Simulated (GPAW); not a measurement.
# InAg3 (P-6m2) in GPAW: a series of runs

The runs below take InAg3 through band structure, equation of state, with PBEsol, LDA.

Program: GPAW 26.7.0. These are calculated values, not measurements. Logs are shortened: lines on timing, memory, paths and dates and some standing lists are left out, and cuts for length are marked. The log counts tension as positive stress, the text compression.

**1. The crystal as given**

The structure is hexagonal, space group P-6m2 (No. 187). Conventional cell: a = 3.086 Å, b = 3.086 Å, c = 9.473 Å, α = 90.00°, β = 90.00°, γ = 120.00°. In (site symmetry -6m2) has 6 Ag at 2.99 Å and 6 In at 3.09 Å as nearest neighbours. Ag (site symmetry 3m) is surrounded by 9 Ag at 2.94 to 3.09 Å and 3 In at 2.99 Å. Around Ag (site symmetry -6m2) lie 12 Ag at 2.94 to 3.09 Å.

The cell comes from a database or a generator and needn't be the stable form of this composition.

**2. Band structure, PBEsol**

run.py reads:

```python
from ase import Atoms
from ase.dft.bandgap import bandgap
from ase.io import write
from ase.units import GPa
from gpaw import GPAW, PW, setup_paths

setup_paths.insert(0, '.')

atoms = Atoms(['In', 'Ag', 'Ag', 'Ag'],
              cell=[[3.0855157923, 0.0, 0.0],
                    [-1.5427578962, 2.6721350599, 0.0],
                    [0.0, 0.0, 9.473259]],
              scaled_positions=[[0.0, 0.0, 0.0],
                                [0.3333333333, 0.6666666667, 0.746805],
                                [0.3333333333, 0.6666666667, 0.253195],
                                [0.0, 0.0, 0.5]],
              pbc=True)

calc = GPAW(mode=PW(600),
            xc='PBEsol',
            kpts={'size': (7, 7, 2), 'gamma': True},
            occupations={'name': 'fermi-dirac', 'width': 0.05},
            nbands=53,
            convergence={'density': 1e-05, 'energy': 1e-05},
            maxiter=150,
            txt='gpaw.txt')
atoms.calc = calc
energy = atoms.get_potential_energy()
forces = atoms.get_forces()
stress = atoms.get_stress()
calc.write('gs.gpw')
write('result.traj', atoms)
print(f'Energy: {energy:.6f} eV')
print('Forces (eV/A):')
print(forces.round(4))
print('Stress (GPa):', (stress / GPa).round(3))
print('Fermi level:', round(calc.get_fermi_level(), 4), 'eV')
print(f'Gap: {bandgap(calc)[0]:.4f} eV, direct: {bandgap(calc, direct=True)[0]:.4f} eV')

path = atoms.cell.bandpath('GMKGALHA,LM,KH', npoints=100, eps=1e-4)
bs_calc = calc.fixed_density(kpts=path, symmetry='off', nbands=74,
                             convergence={'bands': 'CBM+6.0', 'eigenstates': 1e-6}, txt='bands.txt')
bs = bs_calc.band_structure()
bs.write('bs.json')
print(f'Gap on the path: {bandgap(bs_calc)[0]:.4f} eV')
```

Potentials or basis: PAW data sets generated in the run's folder for this functional, pw.

On the command line:

```sh
gpaw-setup -f PBEsol Ag In
OMP_NUM_THREADS=1 python run.py
```

gpaw.txt:

```text
__  _  _
 | _ |_)|_||  |
 |__||  | ||/\| - 26.7.0

Input parameters:
  mode=PW(ecut=600.0),
  convergence={'density': 1e-05, 'energy': 1e-05},
  kpts=MonkhorstPack(size=(7, 7, 2), gamma=True),
  maxiter=150,
  nbands=53,
  occupations=Occupations(name='fermi-dirac', width=0.05),
  xc=XC(name='PBEsol')

Diagonalizing LCAO Hamiltonian
Converting LCAO to pw mode

         Ag

       Ag

         Ag

       In

Atoms  # Å, Bohr magnetons
|   | symbol |         x |        y |        z |    initial magnetic moments |
|---|--------|-----------|----------|----------|-----------------------------|
| 0 |     In |  0.000000 | 0.000000 | 0.000000 | ( 0.0000,  0.0000,  0.0000) |
| 1 |     Ag | -0.000000 | 1.781423 | 7.074677 | ( 0.0000,  0.0000,  0.0000) |
| 2 |     Ag | -0.000000 | 1.781423 | 2.398582 | ( 0.0000,  0.0000,  0.0000) |
| 3 |     Ag |  0.000000 | 0.000000 | 4.736630 | ( 0.0000,  0.0000,  0.0000) |

Unit cell  # Å
| periodic |         x |        y |        z |  lengths |     angles |
|----------|-----------|----------|----------|----------|------------|
|      yes |  3.085516 | 0.000000 | 0.000000 | 3.085516 |  90.000000 |
|      yes | -1.542758 | 2.672135 | 0.000000 | 3.085516 |  90.000000 |
|      yes |  0.000000 | 0.000000 | 9.473259 | 9.473259 | 120.000000 |

Number of symmetries: 12
Symmetry operations  # r_c * U_cc + t_c -> r_c
|    | kind |            matrix            |
|----|------|------------------------------|
|  0 |  σ   |  1, 1, 0,  0,-1, 0,  0, 0, 1 |
|  1 |  C2  |  1, 1, 0,  0,-1, 0,  0, 0,-1 |
|  2 |  E   |  1, 0, 0,  0, 1, 0,  0, 0, 1 |
|  3 |  σ   |  1, 0, 0,  0, 1, 0,  0, 0,-1 |
|  4 |  C3  |  0, 1, 0, -1,-1, 0,  0, 0, 1 |
|  5 |  S3  |  0, 1, 0, -1,-1, 0,  0, 0,-1 |
|  6 |  σ   |  0,-1, 0, -1, 0, 0,  0, 0, 1 |
|  7 |  C2  |  0,-1, 0, -1, 0, 0,  0, 0,-1 |
|  8 |  σ   | -1, 0, 0,  1, 1, 0,  0, 0, 1 |
|  9 |  C2  | -1, 0, 0,  1, 1, 0,  0, 0,-1 |
| 10 |  C3  | -1,-1, 0,  1, 0, 0,  0, 0, 1 |
| 11 |  S3  | -1,-1, 0,  1, 0, 0,  0, 0,-1 |

BZ-sampling:
  Number of BZ points: 98
  Number of IBZ points: 16

  Monkhorst-Pack size: [7, 7, 2]
  Monkhorst-Pack shift: [0.0, 0.0, 0.25]

K-points  # in reciprocal-cell coordinates
|     |                                coordinates |     weight |
|-----|--------------------------------------------|------------|
|   0 | (  0.00000000,   0.00000000,   0.00000000) | 0.01020408 |
|   1 | (  0.00000000,   0.00000000,   0.50000000) | 0.01020408 |
|   2 | (  0.14285714,   0.00000000,   0.00000000) | 0.06122449 |
|   3 | (  0.14285714,   0.00000000,   0.50000000) | 0.06122449 |
|   4 | (  0.28571429,  -0.14285714,   0.00000000) | 0.06122449 |
|   5 | (  0.28571429,  -0.14285714,   0.50000000) | 0.06122449 |
|   6 | (  0.28571429,   0.00000000,   0.00000000) | 0.06122449 |
|   7 | (  0.28571429,   0.00000000,   0.50000000) | 0.06122449 |
|   8 | (  0.42857143,  -0.14285714,   0.00000000) | 0.12244898 |
|   9 | (  0.42857143,  -0.14285714,   0.50000000) | 0.12244898 |
| ... |                                            |            |
|  15 | (  0.42857143,   0.42857143,   0.50000000) | 0.06122449 |

Plane wave coefficients: 2622
Cutoff: 600.0 eV

Spin-components: 1 (collinear spins)
Bands:           53
Projectors:      24
Spin-degeneracy: 2
Datatype:        complex128

Parallelization:
  kpt:    1
  domain: 1
  band:   1

Density:
  Valence electrons: 64.0
  Components: 1
  Grid points: [18 18 54]
  Charge: 0.0  # |e|

Potential:
  Grid points: [18 18 54]

species:
  In:
    name:    Indium
    Z:       49.0
    valence: 13
    core:    36
    charge:  0.0  # [|e|]
    compensation charges:
      type: gauss
      rc: 0.36  # [Å]
      lmax: 2
    cutoffs:
      filter: 2.09  # [Å]
      core: 2.48  # [Å]
    projectors
    | kind |    occ | energy [eV] | rcut [Å] |
    |------|--------|-------------|----------|
    |   5s |  2.000 |      -8.248 |    1.185 |
    |   5p |  1.000 |      -2.521 |    1.244 |
    |   4d | 10.000 |     -18.596 |    1.148 |
    |    s |        |      18.964 |    1.185 |
    |    p |        |      24.691 |    1.244 |
    |    d |        |       8.615 |    1.148 |

    Using partial waves for In as LCAO basis

  Ag:
    name:    Silver
    Z:       47.0
    valence: 17
    core:    30
    charge:  0.0  # [|e|]
    compensation charges:
      type: gauss
      rc: 0.40  # [Å]
      lmax: 2
    cutoffs:
      filter: 2.35  # [Å]
      core: 2.19  # [Å]
    projectors
    | kind |    occ | energy [eV] | rcut [Å] |
    |------|--------|-------------|----------|
    |   5s |  1.000 |      -4.417 |    1.286 |
    |   4p |  6.000 |     -58.524 |    1.328 |
    |   5p |  0.000 |      -0.670 |    1.328 |
    |   4d | 10.000 |      -7.455 |    1.180 |
    |    s |        |      22.795 |    1.286 |
    |    d |        |      19.756 |    1.180 |

    Using partial waves for Ag as LCAO basis

Reference energy: -593489.511954  # eV

eigensolver:
  PPCG
  Converge bands: occupied
  niter=2

density mixing:
  MSR1-Mixer
  Pratt-step length: 0.05
  Maximum mixing coefficient: 0.75
  Old densities: 10
  SVD Regularization: 0.005
  Good broyden scale: 1.0
  Trust region scale: 1.0
  Backstep threshold: 4.0
  History deletion threshold: 6.0
  Fourier metric: weight=20.0, sigma=0.015

occupation numbers:
  Fermi-Dirac:
    width: 0.0500  # eV

poisson solver:
  ecut: 4800.0  # eV

xc functional:
  name: PBEsol with 2 nearest neighbor stencil

convergence criteria:
- Maximum integral of absolute [dens]ity change: 1e-05 electrons / valence electron
- Maximum [total energy] change in last 3 cyles: 1e-05 eV / valence electron
- Maximum integral of absolute [eigenst]ate change: 4e-08 eV^2 / valence electron
maximum number of iterations: 150

SCF iterations
|iter     | |      energy | eigst |  dens |
|---------|-|-------------|-------|-------|
|iter:   1| |  -14.263481 | +0.05 |       |
|iter:   2| |  -14.095048 | -2.12 | -1.34 |
|iter:   3| |  -14.361579 | -1.76 | -1.36 |
|iter:   4| |  -13.376099 | -2.60 | -1.46 |
|iter:   5| |  -13.352131 | -3.32 | -2.07 |
|iter:   6| |  -13.341131 | -3.86 | -2.28 |
|iter:   7| |  -13.333929 | -4.26 | -2.52 |
|iter:   8| |  -13.333842 | -5.69 | -3.58 |
|iter:   9| |  -13.333867c| -6.71 | -3.99 |
|iter:  10| |  -13.333867c| -7.32 | -4.51 |
|iter:  11| |  -13.333867c| -7.97c| -5.21c|

Converged in 11 steps
Energy contributions relative to reference atoms: (reference = -593489.511954)

Energy contributions:
  Kinetic:          -4.598641
  Coulomb:           0.663516
  Zero:              0.689496
  External:          0.000000
  Xc:              -10.081654
  Entropy:          -0.013166
  Spinorbit:         0.000000
  ----------------------------
  Free energy:     -13.340450
  Extrapolated:    -13.333867

dipole moment: (-14.859740, -14.609947, -32.063472)  # |e|*Ang

Fermi level: 7.730
Eigenvalues  # (at kpt = [0.000, 0.000, 0.000])
| band index |      eig [eV] | occ [0-2] |
|------------|---------------|-----------|
|          0 |       -47.987 |     2.000 |
|        ... |               |           |
|         25 |         3.216 |     2.000 |
|         26 |         3.463 |     2.000 |
|         27 |         3.463 |     2.000 |
|         28 |         3.868 |     2.000 |
|         29 |         3.868 |     2.000 |
|         30 |         4.310 |     2.000 |
[... 8 lines left out ...]
|         39 |        21.708 |     0.000 |
|         40 |        21.912 |     0.000 |
|        ... |               |           |
|         52 |        26.364 |     0.000 |

No gap
No difference between direct/indirect transitions

Forces  # eV/Ang
|       x |        y |        z |
|---------|----------|----------|
| 0.00000 |  0.00000 |  0.00000 |  # In   0
| 0.00000 | -0.00000 | -0.21259 |  # Ag   1
| 0.00000 |  0.00000 |  0.21259 |  # Ag   2
| 0.00000 |  0.00000 |  0.00000 |  # Ag   3

Stress tensor  # eV/Ang^3
|        x |        y |        z |
|----------|----------|----------|
| 0.034324 | 0.000000 | 0.000000 |
| 0.000000 | 0.034324 | 0.000000 |
| 0.000000 | 0.000000 | 0.032495 |

# Writing to gs.gpw (mode='')
```

Run time: 3.5 min. Hardware: 1 thread of Arm Neoverse V2, shared host; peak memory 0.62 GiB.

What came out:

```yaml
Free_energy: -13.3404 eV
Pressure: -5.4 GPa
Largest_force: 0.213 eV/Å
Band_gap_along_the_path: none (metal or under the smearing width)
```

Forces in eV/Å, atoms in the order of the input:
```
In   0.000  0.000  0.000
Ag   0.000  0.000 -0.213
Ag   0.000  0.000  0.213
Ag   0.000  0.000  0.000
```

Stress tensor (GPa, compression positive):
```
-5.50  0.00  0.00
 0.00 -5.50  0.00
 0.00  0.00 -5.21
```

Levels at the corners of the path, in eV from the Fermi level:
```csv
point,band 28,band 29,band 30,band 31,band 32,band 33,band 34,band 35,band 36,band 37
Γ,-4.27,-3.86,-3.86,-3.42,-3.42,-1.20,1.59,9.57,9.62,11.65
M,-3.37,-3.16,-2.66,-2.32,-0.43,0.21,1.52,2.10,5.12,5.40
K,-3.63,-3.36,-1.22,-0.92,-0.48,2.03,2.41,3.12,3.28,3.32
Γ,-4.27,-3.86,-3.86,-3.42,-3.42,-1.20,1.59,9.57,9.62,11.65
A,-3.85,-3.85,-3.59,-3.42,-3.42,-3.17,4.12,5.41,11.65,11.65
L,-3.39,-3.16,-2.71,-2.30,-0.73,0.40,2.09,2.54,3.92,4.03
H,-3.72,-3.34,-1.23,-0.92,-0.31,1.67,2.10,2.50,4.48,4.54
A,-3.85,-3.85,-3.59,-3.42,-3.42,-3.17,4.12,5.41,11.65,11.65
L,-3.39,-3.16,-2.71,-2.30,-0.73,0.40,2.09,2.54,3.92,4.03
M,-3.37,-3.16,-2.66,-2.32,-0.43,0.21,1.52,2.10,5.12,5.40
K,-3.63,-3.36,-1.22,-0.92,-0.48,2.03,2.41,3.12,3.28,3.32
H,-3.72,-3.34,-1.23,-0.92,-0.31,1.67,2.10,2.50,4.48,4.54
```

Caveat: spin-orbit coupling is left out, which moves the levels of the heavy elements.

**3. Band structure, LDA**

Changes to run.py since step 2:

```diff
@@ -4,5 +4,3 @@
 from ase.units import GPa
-from gpaw import GPAW, PW, setup_paths
-
-setup_paths.insert(0, '.')
+from gpaw import GPAW, PW
 
@@ -19,3 +17,3 @@
 calc = GPAW(mode=PW(600),
-            xc='PBEsol',
+            xc='LDA',
             kpts={'size': (7, 7, 2), 'gamma': True},
```

Potentials or basis: the program's PAW data sets (release 1.2.1) made for this functional, pw.

On the command line:

```sh
OMP_NUM_THREADS=1 python run.py
```

Run time: 3.5 min. Hardware: 1 thread of Arm Neoverse V2, shared host; peak memory 0.61 GiB.

The run converged. Its results:

```yaml
Free_energy: -14.8834 eV
Pressure: -8.9 GPa
Largest_force: 0.247 eV/Å
Band_gap_along_the_path: none (metal or under the smearing width)
```

Forces in eV/Å, atoms in the order of the input:
```
In   0.000  0.000  0.000
Ag   0.000  0.000 -0.247
Ag   0.000  0.000  0.247
Ag   0.000  0.000  0.000
```

Stress tensor (GPa, compression positive):
```
-8.79  0.00  0.00
 0.00 -8.79  0.00
 0.00  0.00 -9.06
```

Levels at the corners of the path, in eV from the Fermi level:
```tsv
point	band 29	band 30	band 31	band 32	band 33	band 34	band 35	band 36
Γ	-3.86	-3.86	-3.42	-3.42	-1.18	1.56	9.56	9.63
M	-3.16	-2.67	-2.29	-0.41	0.20	1.48	2.09	5.10
K	-3.36	-1.28	-0.89	-0.42	2.04	2.38	3.06	3.23
Γ	-3.86	-3.86	-3.42	-3.42	-1.18	1.56	9.56	9.63
A	-3.85	-3.58	-3.41	-3.41	-3.18	4.13	5.38	11.56
L	-3.16	-2.70	-2.30	-0.71	0.38	2.08	2.54	3.87
H	-3.34	-1.29	-0.89	-0.26	1.65	2.06	2.53	4.48
A	-3.85	-3.58	-3.41	-3.41	-3.18	4.13	5.38	11.56
L	-3.16	-2.70	-2.30	-0.71	0.38	2.08	2.54	3.87
M	-3.16	-2.67	-2.29	-0.41	0.20	1.48	2.09	5.10
K	-3.36	-1.28	-0.89	-0.42	2.04	2.38	3.06	3.23
H	-3.34	-1.29	-0.89	-0.26	1.65	2.06	2.53	4.48
```

Caveat: spin-orbit coupling is left out, which moves the levels of the heavy elements.

**4. Equation of state, LDA**

run.py reads:

```python
from ase import Atoms
from ase.eos import EquationOfState
from ase.io import Trajectory
from ase.units import GPa
from gpaw import GPAW, PW

atoms = Atoms(['In', 'Ag', 'Ag', 'Ag'],
              cell=[[3.0855157923, 0.0, 0.0],
                    [-1.5427578962, 2.6721350599, 0.0],
                    [0.0, 0.0, 9.473259]],
              scaled_positions=[[0.0, 0.0, 0.0],
                                [0.3333333333, 0.6666666667, 0.746805],
                                [0.3333333333, 0.6666666667, 0.253195],
                                [0.0, 0.0, 0.5]],
              pbc=True)

traj = Trajectory('eos.traj', 'w')
volumes, energies = [], []
for x in [0.94, 0.96, 0.98, 1.0, 1.02, 1.04, 1.06]:
    a = atoms.copy()
    a.set_cell(atoms.cell * x**(1 / 3), scale_atoms=True)
    calc = GPAW(mode=PW(600),
                xc='LDA',
                kpts={'size': (7, 7, 2), 'gamma': True},
                occupations={'name': 'fermi-dirac', 'width': 0.05},
                nbands=53,
                convergence={'density': 1e-05, 'energy': 1e-05},
                maxiter=150,
                txt=f'eos-{x:.2f}.txt')
    a.calc = calc
    energies.append(a.get_potential_energy(force_consistent=True))
    volumes.append(a.get_volume())
    p = -a.get_stress()[:3].mean() / GPa
    calc.write(f'eos-{x:.2f}.gpw')
    traj.write(a)
    print(f'{x:.2f} {volumes[-1]:10.4f} A^3 {energies[-1]:14.6f} eV {p:9.3f} GPa', flush=True)

v0, e0, B = EquationOfState(volumes, energies, eos='birchmurnaghan').fit()
print(f'V0 = {v0:.4f} A^3, E0 = {e0:.6f} eV, B0 = {B / GPa:.2f} GPa')
```

On the command line:

```sh
OMP_NUM_THREADS=1 python run.py
```

Run time: 4.8 min. Hardware: 1 thread of Arm Neoverse V2, shared host; peak memory 0.39 GiB.

The run converged. Its results:

* Equilibrium volume: 17.48 Å³/atom (rough: see the caveat)
* Bulk modulus at fixed shape and positions: 109 GPa (rough)

Energy against volume, from the lowest point:
```csv
volume (Å³/atom),energy (meV/atom)
18.355,0.00
18.745,13.36
19.136,30.39
19.527,50.54
19.917,73.36
20.308,98.44
20.698,125.46
```

Caveat: the minimum lies outside the volumes run; the cell was scaled at fixed shape and fractional positions, which overstates the stiffness of a crystal with free parameters, most of all of layers and chains.

**5. For comparison**

An earlier run on the cell as given: functional PBEsol; potentials or basis PAW data sets generated in the run's folder for this functional; cutoff 600 eV; basis pw; k mesh 10 × 10 × 3; occupations fermi-dirac, width 0.05 eV; no spin polarisation.

- Pressure: -6.0 GPa
- Largest force: 0.164 eV/Å
- Band gap on the k mesh: none (metal or under the smearing width)

**6. Summary**

```csv
task,level,potentials or basis,k mesh,band path,band points,pressure (GPa),largest force (eV/Å)
band structure,PBEsol,"PAW data sets generated in the run's folder for this functional, pw",7 × 7 × 2,"GMKGALHA,LM,KH",100,-5.4,0.21
band structure,LDA,"the program's PAW data sets (release 1.2.1) made for this functional, pw",7 × 7 × 2,"GMKGALHA,LM,KH",100,-8.9,0.25
equation of state,LDA,"the program's PAW data sets (release 1.2.1) made for this functional, pw",7 × 7 × 2,-,-,-,-
single point,PBEsol,"PAW data sets generated in the run's folder for this functional, pw",10 × 10 × 3,-,-,-6.0,0.16
```

Alike in all rows: no spin polarisation; cell as given; cutoff (eV) 600; smearing fermi-dirac 0.05 eV.

Caveats: spin-orbit coupling is left out, which moves the levels of the heavy elements (some runs); the minimum lies outside the volumes run (some runs); the cell was scaled at fixed shape and fractional positions, which overstates the stiffness of a crystal with free parameters, most of all of layers and chains (some runs).

Total energies depend on the potentials used, so only differences within one code and one set of settings carry meaning.
